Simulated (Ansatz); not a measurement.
From input file to script: ScTc₃ (distorted cell) in Ansatz 0.2.0.

```yaml
crystal:
  lattice:
    - [0.0, 3.12399, 3.12399]
    - [3.12399, 0.0, 3.12399]
    - [3.12399, 3.12399, 0.0]
  atoms:
    - { symbol: Sc, position: [0.96371, 0.00618, 0.98989] }
    - { symbol: Tc, position: [0.25402, 0.26318, 0.24825] }
    - { symbol: Tc, position: [0.75062, 0.758, 0.72991] }
    - { symbol: Tc, position: [0.49439, 0.51362, 0.47647] }
kpoints:
  mp_grid:
    grid: [4, 4, 4]
    shift: [0.0, 0.0, 0.0]
hamiltonian:
  xc: pbesol
  dispersion: d4
  pseudopotentials:
    kind: paw
scf:
  occupations:
    method: fermi_dirac
    width: 0.1
output:
  write_density: true
```

Script `sctc3_scf.py`:
```python
# -*- coding: utf-8 -*-
import json
import logging
import sys

import ansatz as az
import numpy as np
from pymatgen.core import Structure

logging.basicConfig(stream=sys.stdout, format="%(levelname)s:%(name)s:%(message)s")
logger = logging.getLogger("ansatz_job")
logger.setLevel(logging.INFO)


def main():
    lattice = az.Lattice.of(
        [0.0, 3.12399, 3.12399],
        [3.12399, 0.0, 3.12399],
        [3.12399, 3.12399, 0.0],
    )
    sites = [
        ("Sc", [0.96371, 0.00618, 0.98989]),
        ("Tc", [0.25402, 0.26318, 0.24825]),
        ("Tc", [0.75062, 0.758, 0.72991]),
        ("Tc", [0.49439, 0.51362, 0.47647]),
    ]
    sctc3 = az.Crystal(lattice=lattice)
    for symbol, position in sites:
        sctc3 = sctc3.atom(symbol, position)

    job = sctc3.calculation()
    job = job.functional("PBEsol", dispersion="D4")
    job = job.pseudopotentials("paw")
    job = job.kpoints(4, center="gamma")
    job = job.occupations("fermi_dirac", width=0.1)
    job = job.density()
    res = job.run(threads=1)
    rep = res.report

    for key in ("converged", "n_iterations", "n_electrons", "n_kpoints", "n_pw", "n_symmetry_ops", "free_energy_ev", "fermi_energy_ev"):
        logger.info(f"{key:18s} {rep[key]}")

    keep = ["free_energy_ev", "energy_sigma0_ev", "fermi_energy_ev", "n_iterations", "converged", "magnetization_mub", "n_kpoints"]
    with open("sctc3.json", "w") as handle:
        json.dump({key: rep[key] for key in keep}, handle, indent=1)

    rho = res.density()
    total = sum(ch.density_e_per_ang3 for ch in rho.channels[:2]) if len(rho.channels) < 3 else rho.channels[0].density_e_per_ang3
    print("grid", rho.dims, "electrons", round(float(total.mean() * rho.cell_volume_ang3), 4))
    logger.info(f"density range {total.min():.4f} to {total.max():.4f} e/A^3")
    print(np.array2string(total[:: max(rho.dims[0] // 8, 1), :: max(rho.dims[1] // 8, 1), 0], precision=3, suppress_small=True))

    terms = rep["components"]
    print({name: round(terms[name], 3) for name in ("e_kinetic", "e_hartree", "e_xc", "e_local", "e_nonlocal")})

    final = Structure(res.lattice.cell_ang, [s.symbol for s in res.lattice.sites], [s.position_frac for s in res.lattice.sites])
    for index, (site, neighbours) in enumerate(zip(final, final.get_all_neighbors(5.5))):
        first = min(n.nn_distance for n in neighbours)
        shell = [n for n in neighbours if n.nn_distance < 1.2 * first]
        mean = sum(n.nn_distance for n in shell) / len(shell)
        logger.info(f"atom {index} {site.specie.symbol}: {len(shell)} neighbours within 1.2 of the shortest distance, mean {mean:.3f} A")


if __name__ == "__main__":
    main()
```

```console
$ python sctc3_scf.py
DeckWarning: basis.ecutwfc = 500 eV, auto-derived from the records' recommended cutoffs: set by Tc (normal level)
INFO:ansatz_job:converged          True
INFO:ansatz_job:n_iterations       8
INFO:ansatz_job:n_electrons        56.0
INFO:ansatz_job:n_kpoints          36
INFO:ansatz_job:n_pw               1471
INFO:ansatz_job:n_symmetry_ops     1
INFO:ansatz_job:free_energy_ev     -18125.842333129804
INFO:ansatz_job:fermi_energy_ev    19.578581460756453
grid (36, 36, 36) electrons 56.0
INFO:ansatz_job:density range 0.1602 to 7.6255 e/A^3
[[7.364 3.383 0.281 0.189 0.226 0.239 0.221 0.581 5.364]
 [2.427 0.369 0.18  0.244 0.303 0.281 0.234 0.731 3.166]
 [0.213 0.176 0.277 0.555 0.637 0.357 0.224 0.278 0.361]
 [0.183 0.236 0.531 1.133 0.706 0.296 0.212 0.201 0.189]
 [0.225 0.294 0.596 0.689 0.352 0.254 0.27  0.302 0.251]
 [0.244 0.284 0.36  0.308 0.261 0.317 0.53  0.517 0.301]
 [0.239 0.296 0.283 0.233 0.279 0.523 0.843 0.516 0.279]
 [1.061 1.975 0.65  0.231 0.304 0.493 0.498 0.32  0.282]
 [6.65  5.619 0.815 0.207 0.25  0.289 0.269 0.262 1.824]]
{'e_kinetic': 2133.228, 'e_hartree': 1267.814, 'e_xc': -817.65, 'e_local': -4450.324, 'e_nonlocal': 950.071}
INFO:ansatz_job:atom 0 Sc: 10 neighbours within 1.2 of the shortest distance, mean 2.776 A
INFO:ansatz_job:atom 1 Tc: 10 neighbours within 1.2 of the shortest distance, mean 2.778 A
INFO:ansatz_job:atom 2 Tc: 11 neighbours within 1.2 of the shortest distance, mean 2.806 A
INFO:ansatz_job:atom 3 Tc: 11 neighbours within 1.2 of the shortest distance, mean 2.803 A
```
(Warnings from the package without file and line.)

Caveats:
- Total energies depend on the potentials; only differences at equal settings carry meaning. A total without «per atom» is that of the cell as typed.
- The energy terms are those on the plane-wave grid, with the one-centre PAW part apart; the terms shown are only some of the summands, so they needn't add up to F.
- Dispersion corrections can be off by several per cent in the lattices of metals, and by several GPa in the pressure at a fixed cell.
- For a metal this k-point mesh is coarse: on a finer one energies can move by several to tens of meV an atom and pressures by half a GPa or more, differences at one mesh by less.
- An absolute Fermi energy rests on an arbitrary zero of the periodic potential and has no direct meaning.
- The fields are valence quantities on the plane-wave grid; their values near the nuclei depend on the potentials.
- The cell is a database structure, distorted on purpose.
- Hardware and time: 8.8 s on 1 thread of Arm Neoverse V1, on a shared host, peak memory 0.41 GiB.

(A comment or docstring line of the script was reworded after the run, the code is as it ran; lines on the test bed's own set-up are left out of the output.)
